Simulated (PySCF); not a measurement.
F2SiClBr, in a box:

```
CELL_PARAMETERS angstrom
12.00000 0.00000 0.00000
0.00000 12.00000 0.00000
0.00000 0.00000 12.00000
ATOMIC_POSITIONS crystal
F 0.60641 0.37906 0.50934
Si 0.49972 0.45466 0.50181
F 0.44097 0.45195 0.61884
Cl 0.39575 0.39141 0.38682
Br 0.54899 0.62444 0.46323
```

Program: PySCF 2.14.0. Alike in all runs: task atomic charges; potentials or basis pob-tzvp-rev2 (all-electron); no spin polarisation; cell as given; k mesh 1 × 1 × 1; smearing fixed.

Question: Order these runs on this cell by their band gap on the k mesh, lowest first.
A. level TM
B. level OLYP+D4; three-body dispersion term yes
C. level TASK
D. level M06-2X; exxdiv ewald

Answer: B (6.72 eV), A (6.98 eV), C (8.48 eV), D (11.29 eV).

Caveats: this is a molecule in a periodic box at the Γ point, so its band gap is the HOMO-LUMO gap; relativity is left out, which matters for the heavier elements; the basis of atomic orbitals isn't converged, which shifts pressures, moduli and gaps; this basis is made for solids and lacks diffuse functions, so gaps of a molecule come out too wide by an eV or more.

A k mesh can miss the band edges.

Not every run made on this cell is shown here.
